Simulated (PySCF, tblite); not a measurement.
# C6H8ClSi radical: geometry, infrared bands and EPR parameters

Wanted: the infrared bands and EPR parameters of C6H8ClSi radical (`C=C=C=C[C@@H](Cl)[SiH]C`), by calculation.

Computed with tblite 0.8.0 and PySCF 2.14.0, with density-fitted response routines of our own, on a single molecule in the gas phase. Atoms are numbered from 0 throughout.

## 1. Starting geometry

16 atoms, charge 0, multiplicity 2; geometry from: force field or distance geometry start.

Bonds of the start (Å): C0–C1 1.31, C1–C2 1.18, C2–C3 1.31, C3–C4 1.49, C4–Cl5 1.80, C4–Si6 1.86, Si6–C7 1.86, C0–H8 1.09, C0–H9 1.07, C3–H10 1.10, C4–H11 1.09, Si6–H12 1.49, C7–H13 1.09, C7–H14 1.10, C7–H15 1.09.

## 2. Relaxing the molecule with GFN2-xTB

The job: settings as JSON, then the geometry in Å.

```
{"job": {"kind": "relax", "xc": "GFN2-xTB", "basis": "xTB"}, "charge": 0, "multiplicity": 2}
C      3.325200     0.060000     1.338100
C      2.325000    -0.290700     0.566500
C      1.426600    -0.629900    -0.126300
C      0.423200    -0.974700    -0.901700
C     -0.537300    -0.028500    -1.534000
Cl    -0.781300    -0.523400    -3.250600
Si    -2.220800     0.061300    -0.757700
C     -2.193000     0.932400     0.880500
H      3.215900     0.055400     2.418600
H      4.261400     0.360900     0.913800
H      0.274600    -2.047400    -1.071000
H     -0.104800     0.974500    -1.580600
H     -2.835700    -1.290800    -0.592900
H     -1.589600     0.382400     1.604700
H     -3.212800     1.031500     1.287500
H     -1.784400     1.935900     0.793600
```

Started as:

```sh
$ OMP_NUM_THREADS=1 python probes_run.py task.json out
```

The driver reads the jobs from task.json and runs them one after another.

**Question.** This job is followed by: GFN2-xTB harmonic vibrations, gas phase; UKS B3LYP, pcH-1 on C Cl H Si, non-relativistic, mean-field spin-orbit, GIAO. Predict these results of the whole session: strongest single infrared mode (GFN2-xTB); zero-point energy (GFN2-xTB); g(iso) (B3LYP); ⟨S²⟩; largest a(iso) (averaged by class); potential on the surface of density 0.002 e/bohr³, 1st and 99th percentile.

**Answer**, as computed:

```
                                                                  quantity                    value
                                 strongest single infrared mode (GFN2-xTB)    2258 cm⁻¹, 231 km/mol
                                              zero-point energy (GFN2-xTB)            70.0 kcal/mol
                                                            g(iso) (B3LYP)                  2.00292
                                                                      ⟨S²⟩       0.760 (exact 0.75)
                                        largest a(iso) (averaged by class)  29Si on Si6, -462.8 MHz
potential on the surface of density 0.002 e/bohr³, 1st and 99th percentile       -0.68 V and 1.08 V
```

**Reading.** The optimisation took 105 steps and gained 1.820 eV; among the close pairs (by a distance rule), C4–Si6 changed most, from 1.856 to 1.932 Å. No mode is imaginary among the 42: a minimum at this level. The strongest single mode, at 2258 cm⁻¹, moves mainly H12. GFN2-xTB is a fitted tight-binding method: band positions and strengths are rough. Its intensities can rank the bands wrongly. Si6 carries the largest spin population, 0.90 e. The isotropic g lies 0.6 ppt above the free-electron value.
